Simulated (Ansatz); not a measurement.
# Li3OF: the cost of one run

Program: Ansatz 0.2.0. Level of theory: DFT PBE, scalar-relativistic, plane waves, PAW. These are calculated values, not measurements.

### Step 1. Starting point

Symmetry: Pm-3m, No. 221, cubic system. The conventional cell has a = 4.180 Å, b = 4.180 Å, c = 4.180 Å, α = 90.00°, β = 90.00°, γ = 90.00°. O (site symmetry m-3m) is surrounded by 12 Li at 2.96 Å. Around F (site symmetry m-3m) lie 6 Li at 2.09 Å. Li (site symmetry 4/mmm) has 2 F at 2.09 Å and 4 O at 2.96 Å and 8 Li at 2.96 Å as nearest neighbours.

As a file:

```cif
data_structure
_symmetry_space_group_name_H-M 'Pm-3m'
_symmetry_Int_Tables_number 221
_cell_length_a 4.1800
_cell_length_b 4.1800
_cell_length_c 4.1800
_cell_angle_alpha 90.000
_cell_angle_beta 90.000
_cell_angle_gamma 90.000
_cell_volume 73.03
loop_
_atom_site_label
_atom_site_type_symbol
_atom_site_symmetry_multiplicity
_atom_site_Wyckoff_symbol
_atom_site_fract_x
_atom_site_fract_y
_atom_site_fract_z
_atom_site_occupancy
O1 O 1 a 0.00000 0.00000 0.00000 1
F1 F 1 b 0.50000 0.50000 0.50000 1
Li1 Li 3 c 0.50000 0.50000 0.00000 1
```

This is a trial structure built by rule; it need not be a known or stable form of this composition.

This is a trial structure, the antiperovskite prototype, and another one may lie lower.

### Step 2. Coarse point 1 of the search for the rest volume

Contents of input.yaml:

```yaml
crystal:
  lattice:
    - [4.18, 0.0, 0.0]
    - [0.0, 4.18, 0.0]
    - [0.0, 0.0, 4.18]
  atoms:
    - { symbol: O, position: [0.0, 0.0, 0.0] }
    - { symbol: F, position: [0.5, 0.5, 0.5] }
    - { symbol: Li, position: [0.5, 0.5, 0.0] }
    - { symbol: Li, position: [0.5, 0.0, 0.5] }
    - { symbol: Li, position: [0.0, 0.5, 0.5] }
basis:
  ecutwfc: 420
kpoints:
  mp_grid: { grid: [4, 4, 4] }
hamiltonian:
  xc: pbe
scf:
  occupations: { method: gaussian, width: 0.05 }
output:
  forces: true
  stress: true
  eigenvalues: true
```

Run with:

```
$ ansatz run input.yaml --threads 1 --pin off --max-ram 1228MiB --backend cpu --events-out ev --progress --plain --runs-dir out
```

What time and memory should one allow on 1 thread of Arm Neoverse N1, shared host?

About 1.8 s, with a peak of 0.28 GiB.
